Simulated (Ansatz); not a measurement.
# BrFH: the cost of one run

The runs use Ansatz 0.2.0, Gaussian basis; cc-pVTZ, core rule «outside noble gas», up to 15 orbitals frozen.

To be run: UHF; CCSD(T) on ROHF; CCSD(T) on UHF; BCCD(T) on ROHF; CCSDT(Q) on ROHF; CCSDT(Q) on UHF; CASSCF and MRCISD+Q, 3 electrons in 3 orbitals; CASSCF and NEVPT2, 3 electrons in 3 orbitals; CASSCF and MRCISD+Q, 15 electrons in 9 orbitals; CASSCF and NEVPT2, 15 electrons in 9 orbitals.

## (1) The geometry

The geometry derives from fragments relaxed apart (PBE0/def2-TZVP) and kept rigid, so it is no stationary point. A hydrogen atom is moved between rigid fragments. No spin-orbit coupling is included. The filled d shell of Br may be among the frozen orbitals whatever the setting's name suggests; the logs give the count.

3 atoms, charge 0, spin multiplicity 2.

Atoms are counted from 1 here; the program's logs count them from 0.

Bond lengths: Br1–H2 1.463 Å, H2–F3 1.151 Å. Angles: Br1–H2–F3 180.0°.

## (2) UHF

in.yaml

```yaml
crystal:
  periodic: [false, false, false]
  atoms:
    - {symbol: Br, position_ang: [0.000000, 0.000000, -1.359000]}
    - {symbol: H, position_ang: [0.000000, 0.000000, 0.104000]}
    - {symbol: F, position_ang: [0.000000, 0.000000, 1.255000]}
basis:
  gaussian: {orbitals: cc-pVTZ}
magnetization: {spin_polarized: true, initial_magnetization: 1}
hamiltonian: {xc: hf}
output: {orbitals: {seedname: orbitals}}
```

On the command line:

```sh
> ansatz run in.yaml --threads 1 --pin off --events-out ev --progress --plain --max-ram 2816MiB --backend cpu
```

Q: Estimate wall time and peak memory on 1 thread of AMD EPYC 7R13, shared host.

About 5.5 s, with a peak of 0.29 GiB.
